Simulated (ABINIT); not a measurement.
# HfB (Fm-3m) in ABINIT: single point with PBEsol

Aim: the single point of HfB with PBEsol.

All numbers are computed with ABINIT 10.8.3 (patched build); they aren't measurements. Logs are shortened: lines on timing, memory, paths and dates and some standing lists are left out, and cuts for length are marked. The log counts tension as positive stress, the text compression.

**1. The cell of the first run**

The structure is cubic, space group Fm-3m (No. 225). The conventional cell has a = 4.493 Å, b = 4.493 Å, c = 4.493 Å, α = 90.00°, β = 90.00°, γ = 90.00°. Around Hf (site symmetry m-3m) lie 6 B at 2.25 Å. B (site symmetry m-3m) has 6 Hf at 2.25 Å as nearest neighbours.

**2. Single point, PBEsol (cell squeezed)**

The input, run.abi:

```
pp_dirpath "./"
pseudos "Hf.upf, B.upf"

acell 3*1.0
rprim
     0.0000000000     4.2456102461     4.2456102461
     4.2456102461     0.0000000000     4.2456102461
     4.2456102461     4.2456102461     0.0000000000
ntypat 2
znucl 72 5
natom 2
typat 1 2
xred
     0.5000000000     0.5000000000     0.5000000000
     0.0000000000     0.0000000000     0.0000000000
chkprim 0
chksymtnons 0
tolsym 1.0e-6

ecut 1687.105947 eV

kptopt 1
ngkpt 8 8 8
nshiftk 1
shiftk 0.0 0.0 0.0

ixc -116133

nband 19
occopt 3
tsmear 0.05 eV

nstep 100
tolvrs 1.0e-10

iomode 3
prtwf 0
prtden 0
prteig 0
prtebands 0
enunit 1
```

Potentials or basis: PseudoDojo NC SR PBEsol v0.4 stringent.

Command:

```sh
abinit run.abi > log 2>&1
```

run.abo:

```text
.Version 10.8.3 of ABINIT
 Symmetries : space group Fm -3 m (#225); Bravais cF (face-center cubic)
================================================================================
 Values of the parameters that define the memory need of the present run
     intxc =       0    ionmov =       0      iscf =       7    lmnmax =       8
     lnmax =       8     mgfft =      45  mpssoang =       4    mqgrid =    3001
     natom =       2  nloc_mem =       1    nspden =       1   nspinor =       1
    nsppol =       1      nsym =      48    n1xccc =    2501    ntypat =       2
    occopt =       3   xclevel =       2
       mpw =        3593          nfft =       91125          nkpt =          29
================================================================================
================================================================================

--------------------------------------------------------------------------------
------------- Echo of variables that govern the present computation ------------
--------------------------------------------------------------------------------
 -outvars: echo values of preprocessed input variables --------
            acell      1.0000000000E+00  1.0000000000E+00  1.0000000000E+00 Bohr
              amu      1.78490000E+02  1.08110000E+01
          chkprim           0
      chksymtnons           0
             ecut      6.20000000E+01 Hartree
           enunit           1
              ixc     -116133
         kptrlatt        8    0    0      0    8    0      0    0    8
          kptrlen      4.80335967E+01
            natom           2
            nband          19
            ngfft          45      45      45
             nkpt          29
            nstep         100
             nsym          48
           ntypat           2
           occopt           3
           prtden           0
        prtebands           0
           prteig           0
            prtwf           0
            rprim      0.0000000000E+00  4.2456102461E+00  4.2456102461E+00
                       4.2456102461E+00  0.0000000000E+00  4.2456102461E+00
                       4.2456102461E+00  4.2456102461E+00  0.0000000000E+00
          spgroup         225
           tolsym      1.00000000E-06
           tolvrs      1.00000000E-10
           tsmear      1.83746611E-03 Hartree
            typat      1  2
           xangst      2.2466801871E+00  2.2466801871E+00  2.2466801871E+00
                       0.0000000000E+00  0.0000000000E+00  0.0000000000E+00
            xcart      4.2456102461E+00  4.2456102461E+00  4.2456102461E+00
                       0.0000000000E+00  0.0000000000E+00  0.0000000000E+00
             xred      5.0000000000E-01  5.0000000000E-01  5.0000000000E-01
                       0.0000000000E+00  0.0000000000E+00  0.0000000000E+00
            znucl       72.00000    5.00000

================================================================================

 chkinp: Checking input parameters for consistency.

================================================================================
== DATASET  1 ==================================================================

--- !DatasetInfo
iteration_state: {dtset: 1, }
dimensions: {natom: 2, nkpt: 29, mband: 19, nsppol: 1, nspinor: 1, nspden: 1, mpw: 3593, }
cutoff_energies: {ecut:  62.0, pawecutdg:  -1.0, }
electrons: {nelect:   2.90000000E+01, charge:   0.00000000E+00, occopt:   3.00000000E+00, tsmear:   1.83746611E-03, }
meta: {optdriver: 0, ionmov: 0, optcell: 0, iscf: 7, paral_kgb: 0, }
...

 Real(R)+Recip(G) space primitive vectors, cartesian coordinates (Bohr,Bohr^-1):
 R(1)=  0.0000000  4.2456102  4.2456102  G(1)= -0.1177687  0.1177687  0.1177687
 R(2)=  4.2456102  0.0000000  4.2456102  G(2)=  0.1177687 -0.1177687  0.1177687
 R(3)=  4.2456102  4.2456102  0.0000000  G(3)=  0.1177687  0.1177687 -0.1177687
 Unit cell volume ucvol=  1.5305600E+02 bohr^3
 Angles (23,13,12)=  6.00000000E+01  6.00000000E+01  6.00000000E+01 degrees

 getcut: wavevector=  0.0000  0.0000  0.0000  ngfft=  45  45  45
         ecut(hartree)=     62.000   => boxcut(ratio)=   2.06746

--- Pseudopotential description ------------------------------------------------
- pspini: atom type   1  psp file is ./Hf.upf
12 -116133 3 -1 1656                          pspcod,pspxc,lmax,lloc,mmax
     nproj     2     2     2     2

- pspini: atom type   2  psp file is ./B.upf
12 -116133 1 -1 1534                          pspcod,pspxc,lmax,lloc,mmax
     nproj     2     2     0     0

   1.11998678E+03                                ecore*ucvol(ha*bohr**3)
--------------------------------------------------------------------------------

================================================================================

--- !BeginCycle
iteration_state: {dtset: 1, }
solver: {iscf: 7, nstep: 100, nline: 4, wfoptalg: 0, }
tolerances: {tolvrs: 1.00E-10, }
...

     iter   Etot(hartree)      deltaE(h)  residm     vres2
 ETOT  1  -260.72187729386    -2.607E+02 1.517E+00 1.275E+05
 ETOT  2  -260.04796286102     6.739E-01 5.206E+00 2.927E+05
 ETOT  3  -281.91191399522    -2.186E+01 1.869E-01 5.414E+04
 ETOT  4  -284.64802976797    -2.736E+00 1.209E-01 2.563E+04
 ETOT  5  -285.47118247397    -8.232E-01 1.440E-01 1.684E+04
 ETOT  6  -285.93733834948    -4.662E-01 1.854E-02 1.182E+04
 ETOT  7  -286.14993388344    -2.126E-01 2.440E-03 9.510E+03
 ETOT  8  -286.97205306558    -8.221E-01 9.566E-03 4.905E+02
 ETOT  9  -286.96053997443     1.151E-02 2.814E-03 6.229E+02
 ETOT 10  -287.01361907413    -5.308E-02 3.896E-03 3.595E+00
 ETOT 11  -287.01390591396    -2.868E-04 2.984E-03 1.259E+00
 ETOT 12  -287.01395206569    -4.615E-05 1.831E-04 2.058E-01
 ETOT 13  -287.01398474706    -3.268E-05 6.907E-05 3.370E-02
 ETOT 14  -287.01398669665    -1.950E-06 2.848E-05 4.207E-03
 ETOT 15  -287.01398747448    -7.778E-07 4.237E-05 1.626E-05
 ETOT 16  -287.01398747940    -4.920E-09 3.028E-05 2.733E-06
 ETOT 17  -287.01398747972    -3.204E-10 5.069E-05 7.145E-08
 ETOT 18  -287.01398747973    -9.891E-12 3.428E-05 5.989E-09
 ETOT 19  -287.01398747972     1.558E-11 6.011E-05 9.193E-11

 At SCF step   19       vres2   =  9.19E-11 < tolvrs=  1.00E-10 =>converged.

 Cartesian components of stress tensor (hartree/bohr^3)
  sigma(1 1)= -1.61707322E-03  sigma(3 2)=  0.00000000E+00
  sigma(2 2)= -1.61707322E-03  sigma(3 1)=  0.00000000E+00
  sigma(3 3)= -1.61707322E-03  sigma(2 1)=  0.00000000E+00

--- !ResultsGS
iteration_state: {dtset: 1, }
comment   : Summary of ground state results
lattice_vectors:
- [  0.0000000,   4.2456102,   4.2456102, ]
- [  4.2456102,   0.0000000,   4.2456102, ]
- [  4.2456102,   4.2456102,   0.0000000, ]
lattice_lengths: [   6.00420,    6.00420,    6.00420, ]
lattice_angles: [ 60.000,  60.000,  60.000, ] # degrees, (23, 13, 12)
lattice_volume:   1.5305600E+02
convergence: {deltae:  1.558E-11, res2:  9.193E-11, residm:  6.011E-05, diffor: null, }
etotal    :  -2.87013987E+02
entropy   :   0.00000000E+00
fermie    :   5.06771333E-01
cartesian_stress_tensor: # hartree/bohr^3
- [ -1.61707322E-03,   0.00000000E+00,   0.00000000E+00, ]
- [  0.00000000E+00,  -1.61707322E-03,   0.00000000E+00, ]
- [  0.00000000E+00,   0.00000000E+00,  -1.61707322E-03, ]
pressure_GPa:   4.7576E+01
xred      :
- [  5.0000E-01,   5.0000E-01,   5.0000E-01, Hf]
- [  0.0000E+00,   0.0000E+00,   0.0000E+00,  B]
cartesian_forces: # hartree/bohr
- [ -0.00000000E+00,  -0.00000000E+00,  -0.00000000E+00, ]
- [ -0.00000000E+00,  -0.00000000E+00,  -0.00000000E+00, ]
force_length_stats: {min:   0.00000000E+00, max:   0.00000000E+00, mean:   0.00000000E+00, }
...

 Integrated electronic density in atomic spheres:
 ------------------------------------------------
 Atom  Sphere_radius  Integrated_density
    1        2.00000         22.47433709
    2        2.00000          2.72213695
================================================================================

 ----iterations are completed or convergence reached----

 Mean square residual over all n,k,spin=   13.826E-08; max=  60.114E-06
 reduced coordinates (array xred) for    2 atoms
       0.500000000000      0.500000000000      0.500000000000
       0.000000000000      0.000000000000      0.000000000000
 rms dE/dt=  0.0000E+00; max dE/dt=  0.0000E+00; dE/dt below (all hartree)
    1       0.000000000000      0.000000000000      0.000000000000
    2       0.000000000000      0.000000000000      0.000000000000

 cartesian coordinates (angstrom) at end:
    1      2.24668018708822     2.24668018708822     2.24668018708822
    2      0.00000000000000     0.00000000000000     0.00000000000000

 cartesian forces (hartree/bohr) at end:
    1     -0.00000000000000    -0.00000000000000    -0.00000000000000
    2     -0.00000000000000    -0.00000000000000    -0.00000000000000
 frms,max,avg= 0.0000000E+00 0.0000000E+00   0.000E+00  0.000E+00  0.000E+00 h/b

 cartesian forces (eV/Angstrom) at end:
    1     -0.00000000000000    -0.00000000000000    -0.00000000000000
    2     -0.00000000000000    -0.00000000000000    -0.00000000000000
 frms,max,avg= 0.0000000E+00 0.0000000E+00   0.000E+00  0.000E+00  0.000E+00 e/A
 length scales=  1.000000000000  1.000000000000  1.000000000000 bohr
              =  0.529177210544  0.529177210544  0.529177210544 angstroms
 Fermi (or HOMO) energy (eV) =  13.78995   Average Vxc (eV)= -13.81461
 Eigenvalues (   eV  ) for nkpt=  29  k points:
 kpt#   1, nband= 19, wtk=  0.00195, kpt=  0.0000  0.0000  0.0000 (reduced coord)
 -45.84684  -14.26996  -14.26996  -14.26996    3.93816    4.40537    4.40759    4.40759
   4.40759    4.53024    4.53024    4.53024   15.93702   15.93702   15.93702   18.11294
  18.11294   18.21475   18.21475
 prteigrs : prtvol=0 or 1, do not print more k-points.

--- !EnergyTerms
iteration_state     : {dtset: 1, }
comment             : Components of total free energy in Hartree
kinetic             :  1.99330858993932E+02
hartree             :  9.06950881839049E+01
xc                  : -4.18991995258668E+01
Ewald energy        : -1.94944228208730E+02
psp_core            :  7.31749667982885E+00
local_psp           : -2.68140136757231E+02
non_local_psp       : -7.93734623539226E+01
internal            : -2.87013582988085E+02
'-kT*entropy'       : -4.04491631261403E-04
total_energy        : -2.87013987479716E+02
total_energy_eV     : -7.81004847130971E+03
band_energy         : -1.50309408343795E+00
...

 Cartesian components of stress tensor (hartree/bohr^3)
  sigma(1 1)= -1.61707322E-03  sigma(3 2)=  0.00000000E+00
  sigma(2 2)= -1.61707322E-03  sigma(3 1)=  0.00000000E+00
  sigma(3 3)= -1.61707322E-03  sigma(2 1)=  0.00000000E+00

-Cartesian components of stress tensor (GPa)         [Pressure=  4.7576E+01 GPa]
- sigma(1 1)= -4.75759367E+01  sigma(3 2)=  0.00000000E+00
- sigma(2 2)= -4.75759367E+01  sigma(3 1)=  0.00000000E+00
- sigma(3 3)= -4.75759367E+01  sigma(2 1)=  0.00000000E+00

== END DATASET(S) ==============================================================
================================================================================

 -outvars: echo values of variables after computation  --------
            acell      1.0000000000E+00  1.0000000000E+00  1.0000000000E+00 Bohr
           etotal     -2.8701398748E+02
            fcart     -0.0000000000E+00 -0.0000000000E+00 -0.0000000000E+00
                      -0.0000000000E+00 -0.0000000000E+00 -0.0000000000E+00
            rprim      0.0000000000E+00  4.2456102461E+00  4.2456102461E+00
                       4.2456102461E+00  0.0000000000E+00  4.2456102461E+00
                       4.2456102461E+00  4.2456102461E+00  0.0000000000E+00
           strten     -1.6170732208E-03 -1.6170732208E-03 -1.6170732208E-03
                       0.0000000000E+00  0.0000000000E+00  0.0000000000E+00
           xangst      2.2466801871E+00  2.2466801871E+00  2.2466801871E+00
                       0.0000000000E+00  0.0000000000E+00  0.0000000000E+00
             xred      5.0000000000E-01  5.0000000000E-01  5.0000000000E-01
                       0.0000000000E+00  0.0000000000E+00  0.0000000000E+00
 Calculation completed.
```

Wall time 1.8 min (1 thread of Arm Neoverse V2, shared host); peak memory 0.11 GiB.

What came out:

```
Free energy                                           : -7810.0485 eV
Pressure                                              : 47.6 GPa
Band gap on the k mesh                                : none (metal or under the smearing width)
Valence electrons inside the program's atomic spheres : Hf 22.47; B 2.72
```

Levels at points of the mesh, in eV from the Fermi level:
| k point | band 11 | band 12 | band 13 | band 14 | band 15 | band 16 | band 17 | band 18 | band 19 |
| --- | --- | --- | --- | --- | --- | --- | --- | --- | --- |
| (0.00, 0.00, 0.00) | -9.26 | -9.26 | 2.15 | 2.15 | 2.15 | 4.32 | 4.32 | 4.42 | 4.42 |
| (0.50, 0.00, 0.00) | -9.26 | -5.36 | -3.61 | -1.61 | -1.61 | 6.96 | 6.96 | 8.19 | 8.98 |
| (0.50, 0.50, 0.00) | -9.30 | -7.00 | -1.45 | -0.65 | 2.74 | 2.74 | 6.69 | 8.50 | 8.50 |

Spin-orbit coupling is left out, which matters for the levels of Hf.
